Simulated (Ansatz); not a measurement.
# GeH5N, SMILES [NH2][GeH3]: an active-space calculation

Computed with the Ansatz DFT code, driven from Python.

The cells in order, each with its output:

In [1]:
```python
import warnings

import ansatz as az
```

In [2]:
```python
config = {
    "basis": "def2-SVP",
}
```

In [3]:
```python
GEOMETRY = """
N    -0.07180   -1.24910   -0.12600
Ge    0.15550    0.63600   -0.14810
H     0.31210   -1.57210    0.70730
H    -1.07230   -1.34060   -0.01510
H    -0.57250    1.25860   -1.37780
H    -0.39430    1.26710    1.16360
H     1.70470    0.93220   -0.24960
"""
```

In [4]:
```python
warnings.simplefilter("ignore", az.DeckWarning)
```

In [5]:
```python
mol = az.Crystal.molecule()
for line in GEOMETRY.strip().splitlines():
    symbol, *xyz = line.split()
    mol = mol.atom(symbol, [float(v) for v in xyz])
```

In [6]:
```python
calculation = mol.calculation()
calculation = calculation.basis(gaussian=config["basis"])
calculation = calculation.correlation(active_electrons=2, active_orbitals=2)
for method in [None]:
    rep = (calculation if method is None else calculation.correlation(method)).run(threads=1, backend="cpu").report
    space = rep["configurations"]
    state = space["states"][0]
    print(method or "casscf", f"total {rep['free_energy_ev'] / 27.211386246:.6f} Ha, active-space state {state['energy']['hartree']:.6f} Ha, mean field {rep['reference_energy_ev'] / 27.211386246:.6f} Ha")
    print("  determinants", state["n_determinants"], " natural occupations", [round(n, 3) for n in space["natural_occupations"]])
print("effectively unpaired electrons, sum of min(n, 2 - n):", round(sum(min(n, 2 - n) for n in space["natural_occupations"]), 3))
```
```text
casscf total -2132.427885 Ha, active-space state -2132.427885 Ha, mean field -2132.410266 Ha
  determinants 4  natural occupations [1.982, 0.018]
effectively unpaired electrons, sum of min(n, 2 - n): 0.036
```

Total energies depend on the basis set; only differences at equal settings carry meaning. The geometry is a force-field or estimated start, not a minimum of this method, and the basis set is short of its limit. The active space starts as a window about the frontier orbitals and is then optimised, not chosen by chemistry. It ran for 4.9 s on 1 thread of Arm Neoverse V2 (shared host), peak memory 0.19 GiB.
